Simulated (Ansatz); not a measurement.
# TiN+ (triplet): the correlation ladder, def2-QZVPP

One table from this session's results is given with a row withheld; the runs are named, their logs left out.

The runs use Ansatz 0.2.0, Gaussian basis; def2-QZVPP, core rule «outside noble gas», up to 10 orbitals frozen.

To be run: UHF; ROHF; CCSD(T) on UHF.

2 further runs of the same task are left out: 2 set aside as unsound or not needed.

### The system

The geometry is a PBE0/def2-TZVP stationary point (not a proven minimum).

2 atoms, charge 1, spin multiplicity 3.

Atoms are counted from 1 here; the program's logs count them from 0.

Bond lengths: Ti1–N2 1.607 Å.

Coordinates:

| atom | x (Å) | y (Å) | z (Å) |
| --- | --- | --- | --- |
| Ti1 | 0.0000 | 0.0000 | 0.0000 |
| N2 | 0.0000 | 0.0000 | 1.6070 |

The first run:

in.yaml reads:

```yaml
crystal:
  periodic: [false, false, false]
  atoms:
    - {symbol: Ti, position_ang: [0.000000, 0.000000, 0.000000]}
    - {symbol: N, position_ang: [0.000000, 0.000000, 1.607000]}
basis:
  gaussian: {orbitals: "def2-QZVPP.json"}
total_charge: 1
magnetization: {spin_polarized: true, initial_magnetization: 2}
hamiltonian: {xc: hf}
output: {orbitals: {seedname: orbitals}}
```

Started as:

```
$ ansatz run in.yaml --threads 1 --pin off --events-out ev --progress --plain --max-ram 4096MiB --backend cpu
```

Steps of the session up to this table: UHF; ROHF; CCSD(T) on UHF.

One of the session's tables, all rows but one given; the rest of the session is left out.

| method | from UCCSD(T) (meV) |
| --- | --- |
| ROHF | +8632.8 |
| UHF | +8310.0 |
| UMP2 | ? |
| UCCSD | +618.4 |
| UCCSD(T) | 0 |

**Question.** Estimate the row for UMP2.

The run gave: from UCCSD(T) (meV): +1531.9. In the column «from UCCSD(T) (meV)» it lies between UCCSD (+618.4) and UHF (+8310.0).

The program flags UCCSD(T) as in doubt (see the logs), so the zero of the table is itself unsure.

To keep in mind: The program flags UCCSD(T) as in doubt, so the zero of the table is itself unsure.
